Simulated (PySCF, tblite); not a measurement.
**C6H6BS2 radical: geometry, infrared bands and EPR parameters**

Aim: predict the infrared bands and EPR parameters of C6H6BS2 radical (`[C]#CC(=C)B1SCCS1`).

The runs use tblite 0.8.0 and PySCF 2.14.0, with density-fitted response routines of our own; the level of theory stands in each step. All values are computed, except where a source is named. Atoms count from 0, in the outputs and in this text.

### 1 The starting structure

15 atoms, charge 0, multiplicity 2; geometry from: force field or distance geometry start.

Bonds of the start (Å): C0–C1 1.20, C1–C2 1.46, C2–C3 1.31, C2–B4 1.59, B4–S5 1.90, S5–C6 1.79, C6–C7 1.47, C7–S8 1.78, S8–B4 1.91, C3–H9 1.08, C3–H10 1.11, C6–H11 1.11, C6–H12 1.14, C7–H13 1.13, C7–H14 1.14.

### 2 Optimising the geometry with GFN2-xTB

What the job is given:

```
{"job": {"kind": "relax", "xc": "GFN2-xTB", "basis": "xTB"}, "charge": 0, "multiplicity": 2}
C      1.720900     2.189700    -1.340300
C      1.758100     1.104600    -0.835700
C      1.822600    -0.205600    -0.199200
C      2.858000    -1.004200    -0.336700
B      0.556800    -0.642400     0.658800
S     -0.493300     0.690100     1.519900
C     -1.818700     0.866200     0.327800
C     -2.184300    -0.442400    -0.240800
S     -0.822500    -1.592400    -0.250200
H      3.736800    -0.748600    -0.901900
H      2.849300    -1.993500     0.161800
H     -1.647800     1.682300    -0.412300
H     -2.721700     1.225300     0.925700
H     -3.133900    -0.846000     0.212900
H     -2.484600    -0.275000    -1.323100
```

On the command line:

```console
$ OMP_NUM_THREADS=1 python probes_run.py task.json out
```

This one command runs all jobs of the session in turn.

Output:

```text
step      E/eV     max force
  0    -636.52908    3.502
  1    -636.92880    2.890
  2    -637.13385    4.028
  3    -637.32255    2.056
  4    -637.44991    1.171
  5    -637.51515    0.613
  6    -637.55223    0.380
  7    -637.56708    0.338
  8    -637.58305    0.354
  9    -637.59546    0.323
 10    -637.60852    0.351
 11    -637.62034    0.315
 12    -637.63407    0.284
 13    -637.65044    0.367
 14    -637.67198    0.473
 15    -637.69961    0.481
 16    -637.73289    0.455
 17    -637.76472    0.374
 18    -637.78799    0.296
 19    -637.80560    0.315
 20    -637.82158    0.293
 21    -637.83482    0.591
 22    -637.84930    0.427
 23    -637.86391    0.281
 24    -637.87658    0.273
 25    -637.88523    0.240
 26    -637.89931    0.258
 27    -637.90981    0.242
 28    -637.91871    0.219
 29    -637.92694    0.242
 30    -637.93762    0.271
 31    -637.95194    0.367
 32    -637.96931    0.408
 33    -637.98456    0.326
 34    -637.98960    0.348
 35    -637.99918    0.242
 36    -638.00333    0.174
 37    -638.01336    0.136
 38    -638.01865    0.166
 39    -638.02055    0.678
 40    -638.02431    0.128
 41    -638.02588    0.110
 42    -638.03082    0.202
 43    -638.03427    0.174
 44    -638.04044    0.187
 45    -638.04576    0.177
 46    -638.04959    0.328
 47    -638.05341    0.511
 48    -638.05803    0.151
 49    -638.06432    0.262
 50    -638.06777    0.264
 51    -638.07190    0.176
 52    -638.07508    0.147
 53    -638.07725    0.126
 54    -638.07848    0.246
 55    -638.07950    0.147
 56    -638.08068    0.091
 57    -638.08159    0.067
 58    -638.08222    0.094
 59    -638.08291    0.108
 60    -638.08365    0.095
 61    -638.08438    0.091
 62    -638.08498    0.081
 63    -638.08549    0.067
 64    -638.08597    0.056
 65    -638.08649    0.053
 66    -638.08700    0.052
 67    -638.08737    0.035
 68    -638.08758    0.037
 69    -638.08772    0.037
 70    -638.08787    0.037
 71    -638.08807    0.042
 72    -638.08832    0.033
 73    -638.08853    0.046
 74    -638.08869    0.041
 75    -638.08883    0.068
 76    -638.08900    0.058
 77    -638.08920    0.057
 78    -638.08936    0.030
 79    -638.08947    0.026
 80    -638.08958    0.029
 81    -638.08968    0.027
 82    -638.08976    0.028
 83    -638.08981    0.021
 84    -638.08984    0.019
 85    -638.08987    0.012
 86    -638.08990    0.011
 87    -638.08992    0.012
 88    -638.08994    0.013
 89    -638.08997    0.015
 90    -638.08999    0.018
 91    -638.09003    0.019
 92    -638.09006    0.019
 93    -638.09010    0.018
 94    -638.09015    0.020
 95    -638.09019    0.016
 96    -638.09023    0.018
 97    -638.09027    0.017
 98    -638.09032    0.017
 99    -638.09037    0.018
100    -638.09040    0.022
101    -638.09044    0.022
102    -638.09050    0.023
103    -638.09061    0.035
104    -638.09078    0.040
105    -638.09096    0.040
106    -638.09112    0.031
107    -638.09127    0.037
108    -638.09150    0.061
109    -638.09187    0.067
110    -638.09244    0.079
111    -638.09327    0.123
112    -638.09368    0.446
113    -638.08921    0.916
114    -638.08702    1.006
115    -638.09024    0.430
116    -638.09854    0.593
117    -638.10376    0.252
118    -638.09805    0.944
119    -638.11060    0.153
120    -638.11521    0.102
121    -638.12012    0.418
122    -638.12502    0.272
123    -638.12715    0.261
124    -638.12884    0.247
125    -638.13099    0.144
126    -638.13324    0.102
127    -638.13621    0.162
128    -638.13749    0.257
129    -638.13895    0.119
130    -638.14014    0.169
131    -638.14211    0.122
132    -638.14370    0.310
133    -638.14629    0.134
134    -638.14757    0.122
135    -638.15012    0.216
136    -638.15177    0.195
137    -638.15285    0.085
138    -638.15438    0.090
139    -638.15531    0.080
140    -638.15606    0.148
141    -638.15660    0.116
142    -638.15676    0.149
143    -638.15721    0.210
144    -638.15751    0.085
145    -638.15784    0.089
146    -638.15836    0.106
147    -638.15875    0.101
148    -638.15957    0.118
149    -638.16044    0.060
150    -638.16080    0.063
151    -638.16111    0.046
152    -638.16140    0.049
153    -638.16170    0.044
154    -638.16193    0.111
155    -638.16221    0.078
156    -638.16248    0.056
157    -638.16262    0.048
158    -638.16271    0.018
159    -638.16276    0.013
160    -638.16279    0.015
161    -638.16282    0.013
162    -638.16284    0.013
163    -638.16286    0.009
```

Run time: 4.6 s. Hardware: 1 thread of Intel Xeon Platinum 8259CL at 2.50GHz, shared host.

The steps of the relaxation: (not every step is listed) (the energy doesn't fall at every step)

| step | energy from step 0 (eV) | largest force (eV/Å) |
| --- | --- | --- |
| 0 | 0.0000 | 3.5024 |
| 1 | -0.3997 | 2.8895 |
| 2 | -0.6048 | 4.0276 |
| 3 | -0.7935 | 2.0559 |
| 4 | -0.9208 | 1.1708 |
| 5 | -0.9861 | 0.6133 |
| 6 | -1.0231 | 0.3802 |
| 7 | -1.0380 | 0.3384 |
| 8 | -1.0540 | 0.3545 |
| 23 | -1.3348 | 0.2812 |
| 38 | -1.4896 | 0.1656 |
| 53 | -1.5482 | 0.1263 |
| 68 | -1.5585 | 0.0368 |
| 83 | -1.5607 | 0.0210 |
| 98 | -1.5612 | 0.0166 |
| 113 | -1.5601 | 0.9163 |
| 128 | -1.6084 | 0.2571 |
| 143 | -1.6281 | 0.2103 |
| 158 | -1.6336 | 0.0179 |
| 159 | -1.6337 | 0.0132 |
| 160 | -1.6337 | 0.0154 |
| 161 | -1.6337 | 0.0131 |
| 162 | -1.6338 | 0.0129 |
| 163 | -1.6338 | 0.0093 |

Distances of close pairs at the start and the end, largest changes first:

| bond | before (Å) | after (Å) | change (Å) |
| --- | --- | --- | --- |
| B4–S5 | 1.903 | 1.787 | -0.115 |
| B4–S8 | 1.906 | 1.797 | -0.109 |
| C7–S8 | 1.782 | 1.836 | +0.054 |
| C6–H12 | 1.141 | 1.089 | -0.052 |
| S5–C6 | 1.791 | 1.840 | +0.049 |
| C7–H14 | 1.136 | 1.089 | -0.047 |
| C6–C7 | 1.473 | 1.511 | +0.038 |
| C7–H13 | 1.127 | 1.091 | -0.036 |

The final coordinates are the input of the step that follows.

### 3 Vibrational analysis with GFN2-xTB

What the job is given:

```
{"job": {"kind": "ir", "xc": "GFN2-xTB", "basis": "xTB"}, "charge": 0, "multiplicity": 2}
C      3.281735     2.179056     0.051955
C      2.585232     1.207272    -0.065673
C      1.879462    -0.003939    -0.363804
C      2.554641    -1.082516    -0.777838
B      0.337248     0.052097    -0.168644
S     -0.543863     1.543158     0.272259
C     -2.222963     0.834399     0.018637
C     -2.206835    -0.644461     0.329101
S     -0.689457    -1.409214    -0.367148
H      3.622655    -1.069925    -0.919585
H      2.041578    -2.007507    -0.986863
H     -2.489125     1.021102    -1.022747
H     -2.909077     1.373517     0.669803
H     -2.184171    -0.826443     1.404780
H     -3.061474    -1.158608    -0.107455
```

Output:

```text
mode    cm-1     km/mol
  1      26.7      0.69
  2      83.0      1.68
  3      86.2      1.93
  4     117.2      6.81
  5     169.1      2.45
  6     176.3      0.60
  7     262.2      7.90
  8     266.5      5.44
  9     315.9      0.99
 10     400.4      4.05
 11     437.6      0.48
 12     512.8      6.94
 13     520.8     31.16
 14     594.9      7.95
 15     670.5      5.05
 16     690.2      0.96
 17     827.9     31.94
 18     848.9     55.31
 19     882.1      9.16
 20     892.3     25.29
 21     938.7      1.60
 22     987.1     24.80
 23    1040.7      0.21
 24    1078.3      0.55
 25    1134.6      1.35
 26    1182.8     27.30
 27    1227.8      1.78
 28    1255.1      9.46
 29    1379.0      5.49
 30    1434.9      3.42
 31    1449.0      2.28
 32    1591.2      7.30
 33    2207.1    197.02
 34    2972.3      0.67
 35    2983.6     14.43
 36    3008.4      3.73
 37    3009.4      7.04
 38    3089.2      1.63
 39    3120.1     12.76
```

Wall time 2 s (1 thread of Intel Xeon Platinum 8259CL at 2.50GHz, shared host).

The strongest bands and the atoms that carry them (share of the mass-weighted mode):

| cm⁻¹ | km/mol | atoms |
| --- | --- | --- |
| 521 | 31.2 | C2 52 %, B4 26 % |
| 828 | 31.9 | B4 20 %, H12 16 %, H14 16 %, C7 15 % |
| 849 | 55.3 | B4 58 % |
| 892 | 25.3 | H9 41 %, H10 34 %, C3 24 % |
| 987 | 24.8 | B4 48 %, H9 22 %, C3 13 %, H10 11 % |
| 1183 | 27.3 | C2 57 %, B4 19 % |
| 2207 | 197.0 | C1 56 %, C0 44 % |
| 2984 | 14.4 | H11 56 %, H13 37 % |

### 4 EPR parameters: B3LYP/pcH-1

Settings changed since step 3:

```diff
@@ -1,2 +1,2 @@
-{"job": {"kind": "ir", "xc": "GFN2-xTB", "basis": "xTB"}, "charge": 0, "multiplicity": 2}
+{"job": {"kind": "epr", "basis": "pcH-1"}, "charge": 0, "multiplicity": 2}
 C      3.281735     2.179056     0.051955
```

Level: UKS B3LYP, pcH-1 on B C H S, non-relativistic, mean-field spin-orbit, GIAO.

Output:

```text
UKS, coarse grid
  cycle   1  E = -1053.13816408  |g| = 4.86e-01
  cycle   2  E = -1046.49602269  |g| = 2.05e+00
  cycle   3  E = -1053.27793626  |g| = 3.90e-01
  cycle   4  E = -1053.32058031  |g| = 3.12e-01
  cycle   5  E = -1053.35572093  |g| = 1.70e-01
  cycle   6  E = -1053.37147656  |g| = 7.23e-02
  cycle   7  E = -1053.37476766  |g| = 3.94e-02
  cycle   8  E = -1053.37580527  |g| = 1.74e-02
  cycle   9  E = -1053.37599057  |g| = 6.63e-03
  cycle  10  E = -1053.37603418  |g| = 3.36e-03
  cycle  11  E = -1053.37604888  |g| = 3.05e-03
  cycle  12  E = -1053.37606244  |g| = 2.72e-03
  cycle  13  E = -1053.37607870  |g| = 1.82e-03
  cycle  14  E = -1053.37608652  |g| = 2.00e-03
  cycle  15  E = -1053.37611179  |g| = 1.77e-03
  cycle  16  E = -1053.37613524  |g| = 9.90e-04
  cycle  17  E = -1053.37614481  |g| = 6.34e-04
UKS, final grid
  cycle   1  E = -1053.37616182  |g| = 9.49e-04
  cycle   2  E = -1053.37615956  |g| = 2.60e-03
  cycle   3  E = -1053.37616342  |g| = 4.46e-04
  cycle   4  E = -1053.37616374  |g| = 4.54e-04
  cycle   5  E = -1053.37616553  |g| = 3.81e-04
  cycle   6  E = -1053.37616703  |g| = 2.37e-04
  cycle   7  E = -1053.37616768  |g| = 1.86e-04
  cycle   8  E = -1053.37616801  |g| = 8.93e-05
  cycle   9  E = -1053.37616806  |g| = 5.93e-05
  cycle  10  E = -1053.37616807  |g| = 4.91e-05
  cycle  11  E = -1053.37616808  |g| = 3.67e-05
  cycle  12  E = -1053.37616810  |g| = 3.30e-05
  cycle  13  E = -1053.37616810  |g| = 1.81e-05
E = -1053.37616810 Eh   <S^2> = 0.7664 (exact 0.7500)
g shifts (ppm)      1          2          3
  rmc          -155       -155       -155
  gc             -7          6         43
  oz_so        -218       2171       4993
  total        -380       2023       4882
hyperfine (MHz)  atom isotope    a_iso     a_fc   dipolar eigenvalues
    0   13C     502.59     502.30    -66.76    -45.16    111.93
    1   13C      88.07      88.09    -34.85    -16.96     51.81
    2   13C      -9.26      -9.26     -9.82      1.44      8.37
    3   13C      10.78      10.81    -15.45    -14.36     29.82
    4   11B       1.84       1.84     -1.15     -0.24      1.39
    5   33S      -0.83      -0.83     -1.31      0.49      0.82
    6   13C       0.03       0.04     -0.11     -0.06      0.17
    7   13C      -0.20      -0.20     -0.16     -0.08      0.23
    8   33S       0.57       0.56     -1.36     -1.07      2.42
    9    1H     -10.97     -10.96     -3.96     -2.07      6.03
   10    1H     -12.36     -12.36     -7.64     -1.20      8.84
   11    1H      -0.40      -0.40     -0.40     -0.23      0.63
   12    1H      -0.20      -0.20     -0.30     -0.22      0.52
   13    1H       0.85       0.85     -0.40     -0.24      0.64
   14    1H       0.96       0.96     -0.30     -0.20      0.50
```

Run time: 4.5 min. Hardware: 1 thread of Intel Xeon Platinum 8259CL at 2.50GHz, shared host; peak memory 1.1 GiB.

Principal g values 2.00194, 2.00434, 2.00720; g(iso) = 2.00449, against 2.00232 for a free electron.

Hyperfine couplings; where a row names several nuclei, a(iso) is their mean (it holds for fast rotation or exchange) and the dipolar term the largest among them:

| nuclei | isotope | a(iso) (MHz) | a(iso) (G, at g = 2.0023) | largest dipolar term (MHz) |
| --- | --- | --- | --- | --- |
| C0 | 13C | 502.6 | 179.3 | 111.9 |
| C1 | 13C | 88.1 | 31.4 | 51.8 |
| H10 | 1H | -12.4 | -4.4 | 8.8 |
| H9 | 1H | -11.0 | -3.9 | 6.0 |
| C3 | 13C | 10.8 | 3.8 | 29.8 |
| C2 | 13C | -9.3 | -3.3 | -9.8 |
| B4 | 11B | 1.8 | 0.7 | 1.4 |
| H11, H12, H13, H14 | 1H | 0.3 | 0.1 | 0.6 |
| S5, S8 | 33S | -0.1 | 0.0 | 2.4 |
| C6, C7 | 13C | -0.1 | 0.0 | 0.2 |

Mulliken spin populations:

C0 0.71; C1 0.15; C2 -0.05; C3 0.20; B4 0.00; S5 -0.01; C6 0.00; C7 0.00; S8 0.01; H9 -0.01; H10 -0.01; H11 0.00; H12 0.00; H13 0.00; H14 0.00

In first order the couplings over 0.8 MHz of 1H, 11B give 16 distinct lines over 10.3 G, if the averaged nuclei exchange fast.

Orbitals, density, ELF and potential are computed afterwards from the orbital file.

ELF in a plane through or near 13 of the atoms.

Ten even steps from '0' (0.00) to '9' (1.00):
```
0000000000000000000000000000
0000000000000000000000000000
0000000000000000000000000000
0000000012000244200000000000
0000000399501578520000000000
0000000699902899730167200000
0001564699903742641799800000
0007999527402627476999920000
0007999417534885772598300000
0002798486483275257741000000
0000000151292444166641000000
0000012589654696673187300000
0001357615502724486899820000
0003677788602733452699710000
0004787278601798840156200000
0005899886300588730000000000
0003899986200255410000000000
0000378752000000000000000000
0000013310000000000000000000
0000000000000000000000000000
```
The map spans 12.7 Å across and 9.9 Å up, centred on the molecule. Atoms in the plane (x, y in Å): C0 (-3.1, -2.4), C1 (-2.5, -1.4), C2 (-1.9, -0.1), C3 (-2.7, 1.0), B4 (-0.3, -0.1), S5 (0.7, -1.6), C6 (2.3, -0.7), C7 (2.2, 0.7), S8 (0.6, 1.5), H9 (-3.7, 1.0), H10 (-2.2, 2.0), H12 (3.0, -1.3), H14 (3.0, 1.3).

log10 of the density (e/Å³) in the same plane.

Ten even steps from ' ' (-4.0) to '@' (2.1):
```
                                                        
                                                        
                        ....::::....                    
            ..::::::::::::--------::::....              
        ....::--====------========----::::....          
      ..::----==++++++====++****++========--::..        
      ::--====++****++====****##**++++++++==--::..      
    ..--==++****##**++==++**##@@********##++==::..      
    ..--==****####****++++****************++==::..      
    ..--==++++****##************++******++==--::..      
      ::----==++**####****%%**++++********==--::..      
      ::----==++********************%%##**++==::..      
    ..::--==++**##**++++++****%%**********++==::..      
    ..--==++********++====++**%%**++++++++==--::..      
    ..--==++**##**++++====++******++======--::..        
    ..--==++****++++==----====++====--::::::..          
    ..::--==++++++==--::::----==----::....              
      ::::----==----::....::::::::....                  
      ....::::::::::..      ....                        
            ......                                      
```
The map spans 12.7 Å across and 9.9 Å up, centred on the molecule. Atoms in the plane (x, y in Å): C0 (-3.1, -2.4), C1 (-2.5, -1.4), C2 (-1.9, -0.1), C3 (-2.7, 1.0), B4 (-0.3, -0.1), S5 (0.7, -1.6), C6 (2.3, -0.7), C7 (2.2, 0.7), S8 (0.6, 1.5), H9 (-3.7, 1.0), H10 (-2.2, 2.0), H12 (3.0, -1.3), H14 (3.0, 1.3).

On the surface of density 0.002 e/bohr³ the electrostatic potential runs, from the 1st to the 99th percentile, from -1.39 V near C0 to 1.26 V near H14.

The spin density lies nearest to C0 62 %; C1 18 %; C3 12 %.

### 5 Summary of results

| quantity | value |
| --- | --- |
| strongest single infrared mode (GFN2-xTB) | 2207 cm⁻¹, 197 km/mol |
| zero-point energy (GFN2-xTB) | 62.7 kcal/mol |
| g(iso) (B3LYP) | 2.00449 |
| ⟨S²⟩ | 0.766 (exact 0.75) |
| largest a(iso) (averaged by class) | 13C on C0, 502.6 MHz |
| surface potential, 1st and 99th percentile | -1.39 V and 1.26 V |

What this shows: Relaxing lowered the energy by 1.634 eV in 163 steps; the close pair that moved most is B4–S5, from 1.903 to 1.787 Å. No mode is imaginary among the 39: a minimum at this level. The strongest single mode, at 2207 cm⁻¹, moves mainly C1 and C0. Unscaled tight-binding wavenumbers are off by several per cent, some by more. Its intensities can rank the bands wrongly. C0 carries the largest spin population, 0.71 e. The isotropic g lies 2.2 ppt above the free-electron value.
